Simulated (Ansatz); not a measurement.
# C10H20N2OZr: a ladder of functionals and wavefunction methods

One table from this session's results is given with a row withheld; the runs are named, their logs left out.

The runs use Ansatz 0.2.0, Gaussian basis; functionals in def2-TZVPP, the program's frozen cores in correlated methods.

The runs, in order: LDA (SPW92), PBE-D4, revPBE-D4, BLYP-D4, r2SCAN-D4, B97M-V, PBE0-D4, B3LYP-D4, r2SCANh-D4, r2SCAN0-D4, HSE06-D4, BHLYP-D4, CAM-B3LYP-D4, LC-ωPBE, ωB97X-V, ωB97M-V, B2PLYP, PBE-QIDH; CCSD(T)/def2-SVP; CCSD(T)/def2-TZVPP; MP2/def2-QZVPP; extrapolation to the limit; RPA on PBE.

## Structure used throughout

An earlier PBE0-D4 in a triple-zeta def2 set relaxation fixed the geometry. Zr takes the def2 core potential; no spin-orbit term is included.

SMILES `C[O][Zr]1234([N](C)C)([N](C)C)[C@H]5[C@@H]1[C@@H]2[C@@H]3[C@H]54`, 34 atoms, charge 0, spin multiplicity 1.

Atoms are counted from 1 here; the program's logs count them from 0.

Bond lengths: C1–O2 1.383 Å, C1–H15 1.099 Å, C1–H16 1.097 Å, C1–H17 1.097 Å, O2–Zr3 1.947 Å, Zr3–N4 2.051 Å, Zr3–N7 2.060 Å, Zr3–C10 2.569 Å, Zr3–C11 2.541 Å, Zr3–C12 2.520 Å, Zr3–C13 2.513 Å, Zr3–C14 2.558 Å, N4–C5 1.434 Å, N4–C6 1.448 Å, C5–H18 1.090 Å, C5–H19 1.102 Å, C5–H20 1.101 Å, C6–H21 1.097 Å and more. Angles: O2–C1–H15 111.6°, O2–C1–H16 110.7°, O2–C1–H17 111.0°, H15–C1–H16 107.8°, H15–C1–H17 107.8°, H16–C1–H17 107.8°, C1–O2–Zr3 159.4°, O2–Zr3–N4 109.8°, O2–Zr3–N7 103.6°, O2–Zr3–C10 112.4°, O2–Zr3–C11 141.1°, O2–Zr3–C12 127.2°, O2–Zr3–C13 95.4°, O2–Zr3–C14 88.0°, N4–Zr3–N7 102.3°, N4–Zr3–C10 85.7°, N4–Zr3–C11 87.7°, N4–Zr3–C12 117.8° and more.

The first run:

Input file in.yaml:

```yaml
crystal:
  periodic: [false, false, false]
  atoms:
    - {symbol: C, position_ang: [-2.916139, -1.879392, 0.598734]}
    - {symbol: O, position_ang: [-1.802250, -1.060687, 0.574641]}
    - {symbol: Zr, position_ang: [-0.185500, -0.202940, -0.089129]}
    - {symbol: N, position_ang: [-0.503343, 1.812066, -0.301874]}
    - {symbol: C, position_ang: [-0.320903, 2.854156, -1.269678]}
    - {symbol: C, position_ang: [-1.175318, 2.305242, 0.882123]}
    - {symbol: N, position_ang: [1.099365, -0.276321, 1.519872]}
    - {symbol: C, position_ang: [2.134799, 0.675806, 1.814513]}
    - {symbol: C, position_ang: [1.248891, -1.492039, 2.274279]}
    - {symbol: C, position_ang: [-0.031116, -0.252573, -2.653081]}
    - {symbol: C, position_ang: [1.284141, -0.084908, -2.158350]}
    - {symbol: C, position_ang: [1.643381, -1.257672, -1.465605]}
    - {symbol: C, position_ang: [0.543067, -2.141410, -1.512643]}
    - {symbol: C, position_ang: [-0.485337, -1.522644, -2.259227]}
    - {symbol: H, position_ang: [-2.909947, -2.594970, -0.235196]}
    - {symbol: H, position_ang: [-2.955915, -2.453944, 1.532575]}
    - {symbol: H, position_ang: [-3.838666, -1.289813, 0.528631]}
    - {symbol: H, position_ang: [0.196202, 2.483822, -2.155214]}
    - {symbol: H, position_ang: [-1.281040, 3.284673, -1.596010]}
    - {symbol: H, position_ang: [0.274893, 3.684986, -0.860100]}
    - {symbol: H, position_ang: [-1.322291, 1.507044, 1.620623]}
    - {symbol: H, position_ang: [-0.592080, 3.094173, 1.380707]}
    - {symbol: H, position_ang: [-2.168332, 2.718730, 0.650152]}
    - {symbol: H, position_ang: [3.140071, 0.291146, 1.571263]}
    - {symbol: H, position_ang: [1.983839, 1.596896, 1.245976]}
    - {symbol: H, position_ang: [2.147058, 0.941077, 2.883465]}
    - {symbol: H, position_ang: [1.209717, -1.303542, 3.358493]}
    - {symbol: H, position_ang: [0.444571, -2.198098, 2.043235]}
    - {symbol: H, position_ang: [2.207436, -1.999293, 2.070616]}
    - {symbol: H, position_ang: [-0.594642, 0.473737, -3.219706]}
    - {symbol: H, position_ang: [1.906723, 0.788527, -2.287354]}
    - {symbol: H, position_ang: [2.583066, -1.439353, -0.965555]}
    - {symbol: H, position_ang: [0.495652, -3.121063, -1.057922]}
    - {symbol: H, position_ang: [-1.460052, -1.941447, -2.463252]}
basis:
  gaussian: {orbitals: def2-TZVPP}
hamiltonian: {xc: lda}
output: {orbitals: {seedname: orbitals}}
```

Started as:

```
ansatz run in.yaml --threads 11 --pin off --events-out ev --progress --plain --max-ram 120832MiB --backend cuda --devices 0, --max-vram 75GiB
```

Among the steps run: LDA; PBE-D4 (GGA); revPBE-D4 (GGA); BLYP-D4 (GGA); r2SCAN-D4 (meta-GGA); B97M-V (meta-GGA); PBE0-D4 (hybrid); B3LYP-D4 (hybrid); r2SCANh-D4 (hybrid); r2SCAN0-D4 (hybrid); HSE06-D4 (hybrid); BHLYP-D4 (hybrid); CAM-B3LYP-D4 (range-separated); LC-ωPBE (range-separated); ωB97X-V (range-separated); ωB97M-V (range-separated); B2PLYP (double hybrid); PBE-QIDH (double hybrid).

One of the session's tables, all rows but one given; the rest of the session is left out.

It belongs to the step «Frontier levels by functional». 

| functional | HOMO (eV) | gap (eV) |
| --- | --- | --- |
| LDA (SPW92) | -4.52 | 3.36 |
| PBE-D4 | -4.38 | 3.46 |
| revPBE-D4 | -4.32 | 3.50 |
| BLYP-D4 | -4.27 | 3.48 |
| r2SCAN-D4 | -4.57 | 3.84 |
| B97M-V | -4.71 | 3.91 |
| PBE0-D4 | -5.54 | 5.49 |
| B3LYP-D4 | -5.36 | 5.09 |
| r2SCANh-D4 | -5.01 | 4.60 |
| r2SCAN0-D4 | ? | ? |
| HSE06-D4 | -5.15 | 4.72 |
| BHLYP-D4 | -6.65 | 7.48 |
| CAM-B3LYP-D4 | -6.84 | 7.78 |
| LC-ωPBE | -8.10 | 10.08 |
| ωB97X-V | -7.80 | 9.62 |
| ωB97M-V | -7.73 | 9.00 |

**Question.** Estimate the row for r2SCAN0-D4.

Worked estimate for «HOMO (eV)». Against the share of exact exchange, r2SCAN-D4 (0, -4.57), r2SCANh-D4 (0.1, -5.01) give a slope of -4.40 per unit share; at 0.25 the line stands at -5.67.

**Answer.** HOMO (eV): -5.69; gap (eV): 5.75. In «HOMO (eV)» the line misses by +0.02.
